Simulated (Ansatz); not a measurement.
Run this with the Python package of Ansatz (0.2.0) and show what comes out.

The script, `k3hg.py`:
```python
import warnings

import ansatz as az
import numpy as np

VECTORS = np.array([
    [0.02258, 4.545, 4.51901],
    [4.67545, -0.07642, 4.61801],
    [4.54727, 4.51582, 0.05176],
])
SITES = [
    ('K', (0.25133, 0.24786, 0.25764)),
    ('K', (0.75667, 0.74806, 0.74368)),
    ('K', (0.50481, 0.50884, 0.49307)),
    ('Hg', (0.99483, 0.99965, 0.0066)),
]


def build(cell):
    crystal = az.Crystal(lattice=az.Lattice.of(cell))
    for symbol, position in SITES:
        crystal = crystal.atom(symbol, position)
    return crystal


def main() -> None:
    warnings.simplefilter('ignore', az.DeckWarning)

    def solve(crystal):
        return (
            crystal.calculation()
            .functional('pbesol')
            .occupations('cold', width=0.05)
            .basis(540, xc_grid=2)
            .kpoints(3, 3, 3)
            .scf(tolerance=1e-09)
            .forces()
            .stress()
            .run(threads=1)
        ).report


    centre = solve(build(VECTORS))
    start = build(VECTORS)
    print(f'force on atom 3 along y: analytic {centre["forces_ev_ang"][3][1]:.4f} eV/A')
    for h in (0.005, 0.02):
        shift = np.eye(3)[1] * h @ np.linalg.inv(VECTORS)
        plus, minus = (solve(start.move(3, to=np.array(SITES[3][1]) + sign * shift))['lagrangian_ev'] for sign in (1, -1))
        print(f'  step {h} A: numerical {-(plus - minus) / (2 * h):.4f} eV/A')
    volume = abs(np.linalg.det(VECTORS))
    larger, smaller = (solve(build(VECTORS * (1 + sign * 0.005) ** (1 / 3)))['lagrangian_ev'] for sign in (1, -1))
    numerical = -(larger - smaller) / (0.01 * volume) * 160.21766
    print(f'pressure: analytic {np.trace(centre["stress_gpa"]) / 3:.3f}, numerical {numerical:.3f} GPa')


if __name__ == '__main__':
    main()
```

```console
$ python k3hg.py
force on atom 3 along y: analytic 0.0027 eV/A
  step 0.005 A: numerical 0.0027 eV/A
  step 0.02 A: numerical 0.0027 eV/A
pressure: analytic -0.135, numerical -0.135 GPa
```

Caveats:
- The mesh is modest for a metal, so energies can be off by several to tens of meV an atom and pressures by half a GPa or more; differences at equal mesh fare better.
- The program warned that this SCF threshold is loose for forces or stresses.
- Pressure is positive in compression.
- Spin-orbit coupling, which matters for elements this heavy, is left out.
- The cell is a database structure, distorted on purpose.
- The central difference errs as the square of the step, so the shorter step is the fairer test; what remains comes from the finite grid and the SCF threshold.
- The script silences the warnings on its input, which a real study should read.
- Wall time of the script: 68 s on 1 thread of Arm Neoverse V1, with other jobs on the host, peak memory 0.52 GiB.
